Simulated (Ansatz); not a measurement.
# CH5OSe+ (SMILES [OH2+]C[SeH]): one structure at several levels

The task here is to estimate one member of a computed series from the others.

Program: Ansatz 0.2.0, Gaussian basis. Level of theory: single points in def2-TZVPP. These are calculated values, not measurements.

Cores are frozen in the correlated methods. Filled d shells of the heavier atoms are correlated.

### Where the work starts

SMILES `[OH2+]C[SeH]`, 8 atoms, charge 1, spin multiplicity 1.

Atoms are counted from 1 here; the program's logs count them from 0.

Bond lengths: O1–C2 1.407 Å, O1–H4 0.920 Å, O1–H5 0.890 Å, C2–Se3 2.071 Å, C2–H6 1.049 Å, C2–H7 1.197 Å, Se3–H8 1.342 Å. Angles: C2–O1–H4 113.1°, C2–O1–H5 115.3°, H4–O1–H5 108.7°, O1–C2–Se3 112.5°, O1–C2–H6 110.8°, O1–C2–H7 106.1°, Se3–C2–H6 110.4°, Se3–C2–H7 108.3°, H6–C2–H7 108.6°, C2–Se3–H8 96.9°.

Geometry (Å):

```xyz
8

O    -0.31480    1.07350   -0.64770
C     0.44510    0.06020   -0.03520
Se   -0.73580   -1.37350    0.88030
H    -0.80880    0.77230   -1.36270
H    -0.85080    1.52860   -0.10290
H     1.09310   -0.38820   -0.72710
H     1.10120    0.60170    0.80740
H     0.26670   -2.10110    1.39600
```

The first run:

File run/in.yaml:

```yaml
crystal:
  periodic: [false, false, false]
  atoms:
    - {symbol: O, position_ang: [-0.314800, 1.073500, -0.647700]}
    - {symbol: C, position_ang: [0.445100, 0.060200, -0.035200]}
    - {symbol: Se, position_ang: [-0.735800, -1.373500, 0.880300]}
    - {symbol: H, position_ang: [-0.808800, 0.772300, -1.362700]}
    - {symbol: H, position_ang: [-0.850800, 1.528600, -0.102900]}
    - {symbol: H, position_ang: [1.093100, -0.388200, -0.727100]}
    - {symbol: H, position_ang: [1.101200, 0.601700, 0.807400]}
    - {symbol: H, position_ang: [0.266700, -2.101100, 1.396000]}
basis:
  gaussian: {orbitals: def2-TZVPP}
total_charge: 1
correlation: {method: ccsd_t}
output: {forces: true}
```

No record of the launch command was kept for these runs.

Steps of the session up to this table: CCSD(T)/def2-TZVPP; PBE0-D4/def2-TZVPP; wB97M-V/def2-TZVPP; r2SCAN-D4/def2-TZVPP; PBE-D4/def2-TZVPP; B97M-V/def2-TZVPP; HSE06-D4/def2-TZVPP.

One of the session's tables, all rows but one given; the rest of the session is left out.

```
   method  RMS force component (eV/Å)  angle to CCSD(T) forces (°)
  CCSD(T)                       2.381                    reference
  PBE0-D4                           ?                            ?
  wB97M-V                       2.393                          1.2
r2SCAN-D4                       2.396                          1.8
   PBE-D4                       2.500                          5.1
   B97M-V                       2.335                          2.1
 HSE06-D4                       2.389                          3.2
```

Estimate the missing values for PBE0-D4.

As computed: RMS force component (eV/Å): 2.388; angle to CCSD(T) forces (°): 3.2. In the column «RMS force component (eV/Å)» it lies between CCSD(T) (2.381) and HSE06-D4 (2.389).
